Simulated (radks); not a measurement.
# Taking charge from the 2p level of Mg³⁺ in fractions

Aim: follow energy and eigenvalue as charge leaves the 2p level of Mg³⁺ bit by bit, and test Janak's theorem, Slater's transition state and the straight-line condition.

Program: radks (a radial shooting solver on a logarithmic mesh, Libxc functionals) version 1. Level of theory: scalar-relativistic Kohn-Sham, LDA (Slater exchange, Perdew-Wang correlation), spin-polarised, spherical densities, finite nucleus. These are calculated values, not measurements, unless marked.

### 1 The system

| Property | Result |
| --- | --- |
| element | magnesium (Z = 12) |
| charge | +3 |
| electrons | 9 |
| configuration | [He] 2s2 2p(up 3, down 2) |
| nuclear rms radius | 3.057 fm |

A shell typed twice in an input gives spin up, then spin down.

### 2 Start: [He] 2s2 2p(up 3, down 2)

Input:

```text
Z 12
configuration [He] 2s2 2p3 2p2
relativity scalar-relativistic
functional lda,pw
spin polarised
nucleus finite rms 3.057 fm
c 137.035999084
```

### 3 0.125 electron removed from 2p

Input:

```text
Z 12
configuration [He] 2s2 2p3 2p1.875
relativity scalar-relativistic
functional lda,pw
spin polarised
nucleus finite rms 3.057 fm
c 137.035999084
```

### 4 0.25 electron removed from 2p

Input:

```text
Z 12
configuration [He] 2s2 2p3 2p1.75
relativity scalar-relativistic
functional lda,pw
spin polarised
nucleus finite rms 3.057 fm
c 137.035999084
```

### 5 0.375 electron removed from 2p

Input:

```text
Z 12
configuration [He] 2s2 2p3 2p1.625
relativity scalar-relativistic
functional lda,pw
spin polarised
nucleus finite rms 3.057 fm
c 137.035999084
```

### 6 0.5 electron removed from 2p

Input:

```text
Z 12
configuration [He] 2s2 2p3 2p1.5
relativity scalar-relativistic
functional lda,pw
spin polarised
nucleus finite rms 3.057 fm
c 137.035999084
```

### 7 0.625 electron removed from 2p

Input:

```text
Z 12
configuration [He] 2s2 2p3 2p1.375
relativity scalar-relativistic
functional lda,pw
spin polarised
nucleus finite rms 3.057 fm
c 137.035999084
```

### 8 0.75 electron removed from 2p

Input:

```text
Z 12
configuration [He] 2s2 2p3 2p1.25
relativity scalar-relativistic
functional lda,pw
spin polarised
nucleus finite rms 3.057 fm
c 137.035999084
```

### 9 0.875 electron removed from 2p

Input:

```text
Z 12
configuration [He] 2s2 2p3 2p1.125
relativity scalar-relativistic
functional lda,pw
spin polarised
nucleus finite rms 3.057 fm
c 137.035999084
```

### 10 1 electron removed from 2p

Input:

```text
Z 12
configuration [He] 2s2 2p3 2p1
relativity scalar-relativistic
functional lda,pw
spin polarised
nucleus finite rms 3.057 fm
c 137.035999084
```

**Question.** What will these runs give? Wanted: for each run, removed; E − E(0); eigenvalue; E minus straight line.

**Answer**, as computed:

```
removed (e)  E − E(0) (eV)  eigenvalue (eV)  E minus straight line (eV)
          0          0.000          -94.836                       0.000
      0.125         12.083          -98.513                      -1.646
       0.25         24.628          -102.23                      -2.829
      0.375         37.639          -105.97                      -3.547
        0.5         51.121          -109.75                      -3.794
      0.625         65.077          -113.57                      -3.567
       0.75         79.512          -117.41                      -2.861
      0.875         94.428          -121.28                      -1.673
          1         109.83          -125.17                       0.000
```

In words: Removing the whole electron costs 109.83 eV, against 94.836 eV from minus the starting eigenvalue. Slater's transition state, half an electron removed, gives 109.75 eV. The trapezoid integral of minus the eigenvalue gives 109.84 eV over the range, against 109.83 eV from the energies (Janak's theorem; approximate here, since the scalar-relativistic density holds large components alone). The eigenvalue moves by 30.3 eV per electron. E bends below the straight line by 3.79 eV at 0.5 electron removed: the delocalisation error of the functional. NIST lists 109.27 eV (semi-empirical) for the ionisation energy of Mg³⁺.
